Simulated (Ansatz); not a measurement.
# CH4GeS, SMILES [CH3][Ge][SH]: a short molecular-dynamics run

Program: the Ansatz DFT code, driven from Python.

The script reads `ch4ges.xyz`:
```text
7

C    -0.88460    0.66740   -0.27130
Ge    0.28010   -0.15250    0.96400
S     1.68810   -1.41090   -0.17670
H    -1.41240   -0.05090   -0.85710
H    -0.35170    1.33860   -1.00350
H    -1.65220    1.35970    0.27650
H     2.39390   -1.81930    1.02240
```

`run_md.py`:
```python
"""A short Born-Oppenheimer trajectory of CH4GeS."""

import ansatz as az
import numpy as np

BASIS_SET = "def2-SVP"
FUNCTIONAL = "b3lyp"
N_STEPS = 40
TEMPERATURE_K = 300

ch4ges = az.Crystal.molecule_from_extxyz("ch4ges.xyz")

base = (
    ch4ges.calculation()
    .basis(gaussian=BASIS_SET)
    .functional(FUNCTIONAL)
    .md("nve", timestep=1.0, steps=N_STEPS, temperature=TEMPERATURE_K, initial_velocities="maxwell_boltzmann", seed=97)
)
frames = []
base.session().plan().execute(on_event=lambda e: frames.append(e["data"]) if e["event"] == "md_step" else None)
print("t (fs)   E_pot (eV)      E_kin (eV)   T (K)   d(0-1) (A)")
for f in frames[::2]:
    xyz = np.array(f["positions_ang"])
    print(f"{f['time_fs']:6.2f} {f['lagrangian_ev']:14.5f} {f['e_kin_ev']:10.5f} {f['temperature_k']:8.1f} {np.linalg.norm(xyz[0] - xyz[1]):9.4f}")
kept = np.array([f["conserved_ev"] for f in frames])
print(f"conserved energy moves by at most {1000 * np.ptp(kept):.3f} meV")
symbols = [site.symbol for site in ch4ges.cartesian_sites]
with open("last_frame.xyz", "w") as handle:
    handle.write(f"{len(symbols)}\nt = {frames[-1]['time_fs']} fs\n")
    handle.writelines("{:2s} {:10.5f} {:10.5f} {:10.5f}\n".format(s, *xyz) for s, xyz in zip(symbols, frames[-1]["positions_ang"]))
```

Output of `python run_md.py`:
```text
t (fs)   E_pot (eV)      E_kin (eV)   T (K)   d(0-1) (A)
  0.00   -68446.30710    0.19389    300.0    1.8854
  2.00   -68446.43139    0.30882    477.8    1.8852
  4.00   -68446.35366    0.23745    367.4    1.8931
  6.00   -68446.34405    0.22805    352.9    1.9074
  8.00   -68446.45989    0.33864    524.0    1.9283
 10.00   -68446.40159    0.28572    442.1    1.9560
 12.00   -68446.40043    0.28452    440.2    1.9884
 14.00   -68446.44503    0.32545    503.6    2.0219
 16.00   -68446.43387    0.31512    487.6    2.0528
 18.00   -68446.41784    0.30211    467.4    2.0786
 20.00   -68446.46723    0.34835    539.0    2.0996
 22.00   -68446.50012    0.38356    593.5    2.1171
 24.00   -68446.51852    0.39803    615.9    2.1313
 26.00   -68446.45162    0.33951    525.3    2.1415
 28.00   -68446.55246    0.42916    664.0    2.1469
 30.00   -68446.42834    0.31254    483.6    2.1500
 32.00   -68446.37273    0.25849    400.0    2.1536
 34.00   -68446.48864    0.36602    566.3    2.1571
 36.00   -68446.35845    0.24330    376.4    2.1579
 38.00   -68446.35045    0.23539    364.2    2.1535
 40.00   -68446.50019    0.37805    584.9    2.1443
conserved energy moves by at most 13.725 meV
```

It writes `last_frame.xyz`:
```text
7
t = 40.0 fs
C    -0.92956    0.67139   -0.50985
Ge    0.27763   -0.14803    1.06154
S     1.70643   -1.41197   -0.27546
H    -1.64029   -0.01001   -1.05261
H    -0.11575    0.93338   -1.16675
H    -1.51570    1.57806   -0.15518
H     2.37996   -2.00859    0.76862
```

Total energies depend on the basis set; only differences at equal settings carry meaning. The trajectory is only some femtoseconds long, so its temperature is not equilibrated; where the script doesn't relax first, it starts from a rough generated geometry. b3lyp holds the VWN-RPA fit, as in Gaussian; the form of ORCA and Turbomole is b3lyp5. The temperature counts the internal degrees of freedom alone. With hydrogen a step over 0.5 fs is long. It ran for 99 s on 1 thread of Arm Neoverse V2, on a shared host, peak memory 0.24 GiB.

(Lines on the test bed's own set-up are left out of the output.)
